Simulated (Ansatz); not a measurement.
# C12H14O2: up Jacob's ladder to CCSD(T)

An exercise on one series of results from a longer session: the logs are not shown, and one member is left open.

Program: Ansatz 0.2.0, Gaussian basis. Level of theory: functionals in def2-TZVPP, the program's frozen cores in correlated methods. These are calculated values, not measurements.

The runs, in order: LDA (SPW92), PBE-D4, revPBE-D4, BLYP-D4, r2SCAN-D4, B97M-V, PBE0-D4, B3LYP-D4, r2SCANh-D4, r2SCAN0-D4, HSE06-D4, BHLYP-D4, CAM-B3LYP-D4, LC-ωPBE, ωB97X-V, ωB97M-V, B2PLYP, PBE-QIDH; CCSD(T)/def2-SVP; CCSD(T)/def2-TZVPP; MP2/def2-QZVPP; extrapolation to the limit; RPA on PBE.

### Structure used throughout

The geometry comes from an earlier relaxation with PBE0-D4 in a triple-zeta def2 set; it is a stationary point, not always the lowest conformer.

SMILES `CC(C)C(=O)CC(=O)c1ccccc1`, 28 atoms, charge 0, spin multiplicity 1.

Atoms are counted from 1 here; the program's logs count them from 0.

Bond lengths: C1–C2 1.517 Å, C1–H15 1.092 Å, C1–H16 1.092 Å, C1–H17 1.091 Å, C2–C3 1.531 Å, C2–C4 1.512 Å, C2–H18 1.096 Å, C3–H19 1.092 Å, C3–H20 1.092 Å, C3–H21 1.093 Å, C4–O5 1.205 Å, C4–C6 1.523 Å, C6–C7 1.521 Å, C6–H22 1.088 Å, C6–H23 1.090 Å, C7–O8 1.211 Å, C7–C9 1.484 Å, C9–C10 1.395 Å and more. Angles: C2–C1–H15 111.3°, C2–C1–H16 110.2°, C2–C1–H17 110.7°, H15–C1–H16 108.3°, H15–C1–H17 107.7°, H16–C1–H17 108.6°, C1–C2–C3 111.6°, C1–C2–C4 111.5°, C1–C2–H18 110.3°, C3–C2–C4 108.2°, C3–C2–H18 108.0°, C4–C2–H18 107.1°, C2–C3–H19 112.3°, C2–C3–H20 109.8°, C2–C3–H21 110.4°, H19–C3–H20 107.7°, H19–C3–H21 108.3°, H20–C3–H21 108.2° and more.

The first run:

Input file in.yaml:

```yaml
crystal:
  periodic: [false, false, false]
  atoms:
    - {symbol: C, position_ang: [-3.276221, -0.039956, -0.305765]}
    - {symbol: C, position_ang: [-2.335504, -0.339196, 0.846751]}
    - {symbol: C, position_ang: [-3.045377, -0.220531, 2.198145]}
    - {symbol: C, position_ang: [-1.149138, 0.598547, 0.851432]}
    - {symbol: O, position_ang: [-1.188759, 1.709915, 0.386769]}
    - {symbol: C, position_ang: [0.124216, 0.061851, 1.491806]}
    - {symbol: C, position_ang: [0.829362, -0.884291, 0.532172]}
    - {symbol: O, position_ang: [0.595229, -2.071071, 0.578270]}
    - {symbol: C, position_ang: [1.778465, -0.317905, -0.458506]}
    - {symbol: C, position_ang: [2.569872, -1.204979, -1.188215]}
    - {symbol: C, position_ang: [3.462918, -0.729340, -2.128744]}
    - {symbol: C, position_ang: [3.562677, 0.637373, -2.360658]}
    - {symbol: C, position_ang: [2.768829, 1.524016, -1.649305]}
    - {symbol: C, position_ang: [1.883296, 1.051565, -0.693806]}
    - {symbol: H, position_ang: [-2.772835, -0.150669, -1.268099]}
    - {symbol: H, position_ang: [-4.128278, -0.722784, -0.284761]}
    - {symbol: H, position_ang: [-3.649324, 0.983561, -0.242423]}
    - {symbol: H, position_ang: [-1.940512, -1.357791, 0.759383]}
    - {symbol: H, position_ang: [-2.380619, -0.441854, 3.036141]}
    - {symbol: H, position_ang: [-3.879531, -0.923557, 2.241462]}
    - {symbol: H, position_ang: [-3.442748, 0.788399, 2.333308]}
    - {symbol: H, position_ang: [0.756162, 0.902887, 1.771172]}
    - {symbol: H, position_ang: [-0.128091, -0.531818, 2.370906]}
    - {symbol: H, position_ang: [2.465372, -2.265961, -0.996235]}
    - {symbol: H, position_ang: [4.083027, -1.421368, -2.686594]}
    - {symbol: H, position_ang: [4.260830, 1.010940, -3.101271]}
    - {symbol: H, position_ang: [2.838275, 2.588710, -1.838588]}
    - {symbol: H, position_ang: [1.251608, 1.749909, -0.158549]}
basis:
  gaussian: {orbitals: def2-TZVPP}
hamiltonian: {xc: lda}
output: {orbitals: {seedname: orbitals}}
```

The run is started by

```sh
$ ansatz run in.yaml --threads 11 --pin off --events-out ev --progress --plain --max-ram 174080MiB --backend cuda --devices 0, --max-vram 75GiB
```

Steps of the session up to this table: LDA; PBE-D4 (GGA); revPBE-D4 (GGA); BLYP-D4 (GGA); r2SCAN-D4 (meta-GGA); B97M-V (meta-GGA); B3LYP-D4 (hybrid); r2SCANh-D4 (hybrid); r2SCAN0-D4 (hybrid); HSE06-D4 (hybrid); BHLYP-D4 (hybrid); CAM-B3LYP-D4 (range-separated); LC-ωPBE (range-separated); ωB97X-V (range-separated); ωB97M-V (range-separated); B2PLYP (double hybrid); PBE-QIDH (double hybrid).

One table of the session follows, with a row left open; its other results are not shown here.

It belongs to the step «Frontier levels by functional». 

```
  functional  HOMO (eV)  LUMO (eV)  gap (eV)
 LDA (SPW92)      -5.94      -3.10      2.84
      PBE-D4      -5.73      -2.83      2.90
   revPBE-D4      -5.64      -2.73      2.91
     BLYP-D4      -5.63      -2.67      2.95
   r2SCAN-D4      -6.01      -2.71      3.30
      B97M-V      -6.17      -2.62      3.56
     PBE0-D4      -7.28      -1.94      5.33
    B3LYP-D4          ?          ?         ?
  r2SCANh-D4      -6.60      -2.39      4.21
  r2SCAN0-D4      -7.48      -1.89      5.59
    HSE06-D4      -6.87      -2.32      4.55
    BHLYP-D4      -8.40      -0.90      7.51
CAM-B3LYP-D4      -8.74      -0.86      7.88
     LC-ωPBE     -10.03       0.18     10.22
     ωB97X-V      -9.72       0.16      9.88
     ωB97M-V      -9.67       0.10      9.77
```

**Question.** Estimate the row for B3LYP-D4.

Worked estimate for «HOMO (eV)». Against the share of exact exchange, BLYP-D4 (0, -5.63), BHLYP-D4 (0.5, -8.40) give a slope of -5.54 per unit share; at 0.2 the line stands at -6.74.

**Answer.** HOMO (eV): -7.04; LUMO (eV): -2.13; gap (eV): 4.91. In «HOMO (eV)» the line misses by +0.30.
